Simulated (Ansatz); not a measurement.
**LuSe: a relaxation**

The task is a relaxation on LuSe. The structure is shown as the input types it.

Method: DFT, PBEsol, PAW with Ansatz's default frozen-core files, scalar-relativistic, in Ansatz 0.2.0.

1 further run of the same task is left out (it didn't finish).

## (1) Starting point

It takes space group Fm-3m (No. 225, cubic). The conventional cell has a = 2.885 Å, b = 2.885 Å, c = 2.885 Å, α = 90.00°, β = 90.00°, γ = 90.00°. Lu (site symmetry m-3m) is surrounded by 6 Se at 1.44 Å. Around Se (site symmetry m-3m) lie 6 Lu at 1.44 Å.

Coordinates:

```xyz
2
Lattice="0.0000 1.4427 1.4427 1.4427 0.0000 1.4427 1.4427 1.4427 0.0000" Properties=species:S:1:pos:R:3 pbc="T T T"
Lu    0.0000    0.0000    0.0000
Se    1.4427    1.4427    1.4427
```

## (2) The calculation

input.yaml reads:

```yaml
crystal:
  lattice:
    - [0.0, 1.44273205, 1.44273205]
    - [1.44273205, 0.0, 1.44273205]
    - [1.44273205, 1.44273205, 0.0]
  atoms:
    - { symbol: Lu, position: [0.0, 0.0, 0.0] }
    - { symbol: Se, position: [0.5, 0.5, 0.5] }
kpoints:
  mp_grid: { grid: [11, 11, 11] }
scf:
  occupations: { method: fermi_dirac, width: 0.05 }
  max_iter: 60
hamiltonian:
  xc: pbesol
  pseudopotentials: { kind: paw }
output:
  forces: true
  stress: true
relax:
  f_tol: 0.01
  max_steps: 30
```

Run with:

```sh
ansatz run input.yaml --threads 1 --pin off --max-ram 2048MiB --backend cpu --events-out ev --progress --plain --runs-dir out
```

Q: Will this input give a usable result? If not, why, and what should change?

The program finished normally, with warnings (stress scf threshold loose). It gives a pressure of 11245 GPa, which is large; a structure far from rest gives such values too, whatever the setting.

All distances are much too short, so cores begin to overlap. The shortest distance in the input is 1.44 Å, between atoms 1 (Lu) and 2 (Se).

Fix: restore the intended size.
